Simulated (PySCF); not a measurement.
# H9N3Ru ([Ru(NH3)3]3+): the cost of one run

Computed with PySCF 2.14.0 and routines of our own; the level stands in each step. Atoms count from 0.

## 1. The system as given

13 atoms, charge 3, states of the metal's open shell are computed; geometry from: model geometry, bond lengths from ionic radii.

## 2. Ligand-field states: state-averaged CASSCF

What the job is given:

```
{"job": {"kind": "lf", "basis": {"metal": "x2c-TZVPall", "ligand": "x2c-SVPall"}, "nevpt": true}, "charge": 3, "metal": "Ru", "open_shell": "d5"}
Ru     0.000000     0.000000     0.000000
N      1.930000     0.000000     0.000000
H      2.320337     0.942357     0.000000
H      2.320337    -0.471179     0.816105
H      2.320337    -0.471179    -0.816105
N     -0.965000     1.671429     0.000000
H     -1.160169     2.009471     0.942357
H     -0.453401     2.417523    -0.471179
H     -1.866936     1.601418    -0.471179
N     -0.965000    -1.671429     0.000000
H     -1.160169    -2.009471     0.942357
H     -1.866936    -1.601418    -0.471179
H     -0.453401    -2.417523    -0.471179
```

Method: state-averaged CASSCF of the metal d shell, SC-NEVPT2 on the averaged canonical orbitals, state-interaction spin-orbit coupling.

On the command line:

```sh
$ OMP_NUM_THREADS=1 python lf_run.py task.json out
```

One launch serves the whole session: the jobs run in the order shown.

**Question.** How long does this first job take on 1 thread of Arm Neoverse N1, shared host, and how much memory does it need?

About 26 s, with a peak of 0.35 GiB.
